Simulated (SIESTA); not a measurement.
The system is CsLiCr2Te2S3.

```xyz
9
Lattice="3.4216 -5.1807 0.0078 3.4216 5.1807 0.0078 -2.9041 0.0000 7.4309" Properties=species:S:1:pos:R:3 pbc="T T T"
Cs    0.6167    0.0000    0.0649
Li    2.4219    0.0000    4.1212
Cr    0.1728    2.1297    4.1498
Cr    0.1728   -2.1297    4.1498
Te    4.0786    1.5993    2.1688
Te    4.0786   -1.5993    2.1688
S     2.0049   -2.1476    5.4598
S     2.0049    2.1476    5.4598
S     0.0600    0.0000    3.5978
```

The cell was built by a generator and needn't be a form met in nature.

Base run:

```yaml
Program: SIESTA 5.4.2
Functional: PBE
Potentials_or_basis: PseudoDojo 0.4 standard (PBE files)
Basis: DZP (energy shift 0.003 Ry; two zetas on semicore shells; d shell added on Cs)
Grid_cutoff: 800 Ry
Energy_shift: 0.003 Ry
k_mesh: 5 × 5 × 4
Occupations: fermi-dirac, width 0.05 eV
Spin: collinear spin, ferromagnetic start
Starting_moments: "[0.0, 0.0, 3.0, 3.0, 0.0, 0.0, 0.0, 0.0, 0.0] μB"
Hubbard_terms: Cr d U = 4 eV
```

Its results: band gap on the k mesh none (metal or under the smearing width); pressure 4.1 GPa; net moment 5.46 μB per cell; site moments Cs -0.06; Li -0.05; Cr +3.80; Te -0.40; S -0.42, -0.41 μB; largest force 1.947 eV/Å.

Problem. After a change of settings the same cell gave: band gap on the k mesh none (metal or under the smearing width); pressure 2.4 GPa; net moment 4.76 μB per cell; site moments Cs -0.05; Li -0.04; Cr +3.32; Te -0.48; S -0.28, -0.27 μB; largest force 1.062 eV/Å. Which change was it?
A. hubbard terms from Cr d U = 4 eV to none
B. functional from PBE to RPBE; hubbard terms from Cr d U = 4 eV to none
C. functional from PBE to BLYP; hubbard terms from Cr d U = 4 eV to none
D. hubbard terms from Cr d U = 4 eV to Cr d U = 2 eV

Solution. D.

Caveats: the basis of atomic orbitals isn't converged, which shifts pressures, moduli and gaps; only a ferromagnetic start was run, and an antiferromagnetic order may lie lower in energy; forces of over 1 eV/Å show positions far from the minimum, so gaps and moduli don't describe the material at rest.

Not every run made on this cell is shown here.
